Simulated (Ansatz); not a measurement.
# C2H4AlFO (SMILES C=C[O][AlH][F]): PBE0/def2-SVP

What is the energy change on altering one bond length of C2H4AlFO at PBE0/def2-SVP? 

The calculation is run with Ansatz 0.2.0.

127 further runs of the same task are left out: 127 set aside as unsound or not needed.

## (1) Starting point

The species is C2H4AlFO (9 atoms), meant as a singlet with charge 0. SMILES: `C=C[O][AlH][F]`. The shape is that of a PBE0-D4/def2-TZVP optimisation. This is one conformer, not always the lowest.

Bond lengths: C1–C2 1.325 Å, C2–O3 1.346 Å, O3–Al4 1.684 Å, Al4–F5 1.640 Å, C1–H6 1.083 Å, C1–H7 1.081 Å, C2–H8 1.090 Å, Al4–H9 1.565 Å. Angles: C1–C2–O3 123.2°, C2–O3–Al4 137.8°, O3–Al4–F5 116.4°, C1–C2–H8 121.1°, O3–C2–H8 115.7°, C2–C1–H6 121.4°, C2–C1–H7 119.7°, O3–Al4–H9 123.2°, F5–Al4–H9 120.5°, H6–C1–H7 119.0°.

## (2) A single-point energy at PBE0/def2-SVP

input.yaml reads:

```yaml
crystal:
  periodic: [false, false, false]
  atoms:
    - symbol: C
      position_ang: [-1.562000, -0.360100, 1.103900]
    - symbol: C
      position_ang: [-0.728000, -0.312900, 0.075500]
    - symbol: O
      position_ang: [0.490300, 0.256500, 0.139600]
    - symbol: Al
      position_ang: [1.800800, 0.519300, -0.884800]
    - symbol: F
      position_ang: [3.087600, 1.301600, -0.235000]
    - symbol: H
      position_ang: [-1.297700, 0.065300, 2.064100]
    - symbol: H
      position_ang: [-2.527700, -0.832200, 0.988500]
    - symbol: H
      position_ang: [-0.999000, -0.743100, -0.888800]
    - symbol: H
      position_ang: [1.824300, 0.059200, -2.380300]
basis:
  gaussian:
    orbitals: def2-SVP
hamiltonian:
  xc: {name: PBE0}
accuracy: high
output: {orbitals: {seedname: orbitals}}
```

Started as:

```sh
$ ansatz run input.yaml --threads 1 --pin off --max-ram 3480MiB --events-out events.jsonl --progress --plain --runs-dir runs
```

Log:

```text
Warning: RAYON_NUM_THREADS=1 ignored (pool sized by the plan → 1); use --threads N
Functional definition: PBE0
  name "PBE0"
  parameter a = 0.25
  parameter kappa = 0.804
  parameter beta = 0.06672455060314922
  exchange = (1 - a)*pbe_x(kappa = kappa, mu = beta*pi^2/3) + a*exact_x
  correlation = pbe_c(beta = beta)
2095 factors; integrals over basis functions are off by at most 5.5e-9 eV
mean field evaluation 1: about -13477.3513 eV, gradient 5.9e1 eV
mean field evaluation 2: about -13470.0679 eV, gradient 8.6e1 eV
mean field evaluation 4: about -13484.1881 eV, gradient 4.4e0 eV
mean field evaluation 8: about -13484.4438 eV, gradient 3.3e-1 eV
mean field evaluation 16: about -13484.4440 eV, gradient 3.7e-5 eV
mean field -13484.44400193 eV, -495.5441769865 hartree, gradient 7.1e-8 eV, S^2 0.000000; 0 other end points of the search recorded, 0 dependent functions left out
reference -13484.44400496 eV, -495.5441770980 hartree; 23, 23 occupied and 71, 71 virtual orbitals, 2095 factors
Total energy: -13484.44400496 eV, -495.5441770980 hartree
```

Run time: 8.7 s. Hardware: 1 thread of Arm Neoverse V1, shared host; peak memory 0.32 GiB.

## (3) The distorted shape, same level

in.yaml reads:

```yaml
crystal:
  periodic: [false, false, false]
  atoms:
    - symbol: C
      position_ang: [-1.694140, -0.572784, 0.623836]
    - symbol: C
      position_ang: [-0.860140, -0.525584, -0.404564]
    - symbol: O
      position_ang: [0.358160, 0.043816, -0.340464]
    - symbol: Al
      position_ang: [1.668660, 0.306616, -1.364864]
    - symbol: F
      position_ang: [2.955460, 1.088916, -0.715064]
    - symbol: H
      position_ang: [-1.297700, 0.065300, 2.064100]
    - symbol: H
      position_ang: [-2.659840, -1.044884, 0.508436]
    - symbol: H
      position_ang: [-1.131140, -0.955784, -1.368864]
    - symbol: H
      position_ang: [1.692160, -0.153484, -2.860364]
basis:
  gaussian:
    orbitals: def2-SVP
hamiltonian:
  xc: {name: PBE0}
accuracy: high
output:
  orbitals: {seedname: orbitals}
```

Started as:

```sh
$ ansatz run in.yaml --threads 1 --pin off --max-ram 3480MiB --events-out events.jsonl --progress --plain --runs-dir runs
```

Log, shortened:

```text
Warning: RAYON_NUM_THREADS=1 ignored (pool sized by the plan → 1); use --threads N
[... 7 set-up lines as earlier in the session ...]
2093 factors; integrals over basis functions are off by at most 8.8e-9 eV
mean field evaluation 1: about -13474.7595 eV, gradient 5.9e1 eV
mean field evaluation 2: about -13464.4472 eV, gradient 9.3e1 eV
mean field evaluation 4: about -13482.0179 eV, gradient 5.8e0 eV
mean field evaluation 8: about -13482.2863 eV, gradient 6.0e-1 eV
mean field evaluation 16: about -13482.2871 eV, gradient 3.5e-5 eV
mean field -13482.28710317 eV, -495.4649124192 hartree, gradient 4.2e-8 eV, S^2 0.000000; 0 other end points of the search recorded, 0 dependent functions left out
reference -13482.28710631 eV, -495.4649125343 hartree; 23, 23 occupied and 71, 71 virtual orbitals, 2093 factors
Total energy: -13482.28710631 eV, -495.4649125343 hartree
```

Run time: 9 s. Hardware: 1 thread of Arm Neoverse V1, shared host; peak memory 0.32 GiB.

## (4) Summary of results

At PBE0/def2-SVP:

| quantity | value |
| --- | --- |
| first shape: total energy | -495.54418 Eh |
| first shape: HOMO energy | -6.88 eV |
| first shape: LUMO energy | -0.59 eV |
| first shape: HOMO–LUMO gap | 6.29 eV |
| distorted shape: total energy | -495.46491 Eh |
| distorted shape: HOMO energy | -6.99 eV |
| distorted shape: LUMO energy | -0.61 eV |
| distorted shape: HOMO–LUMO gap | 6.38 eV |
| energy change with the C1–H6 bond stretched from 1.083 to 1.624 Å | 2.157 eV |

In words: With the C1–H6 bond stretched from 1.083 to 1.624 Å the energy rises by 2.16 eV (208 kJ/mol). The first shape isn't relaxed at this level, so the change isn't measured from a minimum.
